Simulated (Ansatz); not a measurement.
# MnBr3 (ReO3 type): response to moved atoms and strain

How does MnBr3 (ReO3 type) push back when it is distorted? Each run changes the relaxed cell in one way. This structure was made by substitution into a known type, so it needn't be the compound's stable form.

Computed with Ansatz 0.2.0 (DFT PBEsol, scalar-relativistic, plane waves, PAW, unless a step's input says otherwise).

### Step 1. The structure to begin with

It takes space group Pm-3m (No. 221, cubic). The conventional cell has a = 4.992 Å, b = 4.992 Å, c = 4.992 Å, α = 90.00°, β = 90.00°, γ = 90.00°. Mn (site symmetry m-3m) has 6 Br at 2.50 Å as nearest neighbours. Br (site symmetry 4/mmm) is surrounded by 2 Mn at 2.50 Å.

As a file:

```cif
data_structure
_symmetry_space_group_name_H-M 'Pm-3m'
_symmetry_Int_Tables_number 221
_cell_length_a 4.9923
_cell_length_b 4.9923
_cell_length_c 4.9923
_cell_angle_alpha 90.000
_cell_angle_beta 90.000
_cell_angle_gamma 90.000
_cell_volume 124.42
loop_
_atom_site_label
_atom_site_type_symbol
_atom_site_symmetry_multiplicity
_atom_site_Wyckoff_symbol
_atom_site_fract_x
_atom_site_fract_y
_atom_site_fract_z
_atom_site_occupancy
Mn1 Mn 1 a 0.00000 0.00000 0.00000 1
Br1 Br 3 d 0.50000 0.00000 0.00000 1
```

This cell comes from an earlier session at PBEsol: 31.106 Å³/atom at 0.00 GPa, on a 6×6×6 mesh.

The changes: atom 3 (Br) moved 0.12 Å along y; strain e2 = -0.01, atoms carried along.

### Step 2. Atom 3 (Br) moved 0.12 Å along y

input.yaml

```yaml
crystal:
  lattice:
    - [4.9922885345, 0.0, 0.0]
    - [0.0, 4.9922885345, 0.0]
    - [0.0, 0.0, 4.9922885345]
  atoms:
    - { symbol: Mn, position: [0.0, 0.0, 0.0], spin: 4.03 }
    - { symbol: Br, position: [0.5, 0.0, 0.0] }
    - { symbol: Br, position: [0.0, 0.0240370722, 0.5] }
    - { symbol: Br, position: [0.0, 0.5, 0.0] }
basis:
  ecutwfc: 420
  ecutrho_ratio: 4
kpoints:
  mp_grid: { grid: [6, 6, 6] }
hamiltonian:
  xc: pbesol
scf:
  occupations: { method: gaussian, width: 0.05 }
  lower_state_search: "off"
output:
  forces: true
  stress: true
  eigenvalues: true
  populations: true
  write_density: true
  write_potential: true
  elf: true
  volumetric_format: npy
magnetization:
  spin_polarized: true
checkpoint:
  read: start.run
  write: ck
  compress: false
  write_wavefunctions: false
  write_every: 100000
```

start.run holds the converged state of the cell before the atoms were moved.

Run with:

```
$ ansatz run input.yaml --threads 4 --pin off --max-ram 4096MiB --backend cpu --events-out ev --progress --plain --runs-dir out
```

After this run come: Strain e2 = -0.01, atoms carried along.

Before running it: what results should come out? Wanted: for each run, change; change of free energy; largest force; largest change of stress.

The runs gave:

| change | change of free energy (meV/atom) | largest force (eV/Å) | largest change of stress (GPa) |
| --- | --- | --- | --- |
| atom 3 (Br) moved 0.12 Å along y | 0.86 | 0.157 | 0.05 |
| strain e2 = -0.01, atoms carried along | 0.84 | 0.000 | 0.88 |

Moving atom 3 by 0.12 Å meets a restoring force of 0.058 eV/Å along the move, a force constant of about 0.5 eV/Å². The strain e2 = -0.01 changes that stress component by +0.88 GPa (compression positive), a ratio of 88 GPa; that is a secant over a finite strain with the atoms carried along, not the elastic constant. Not one of these changes lowers the energy.
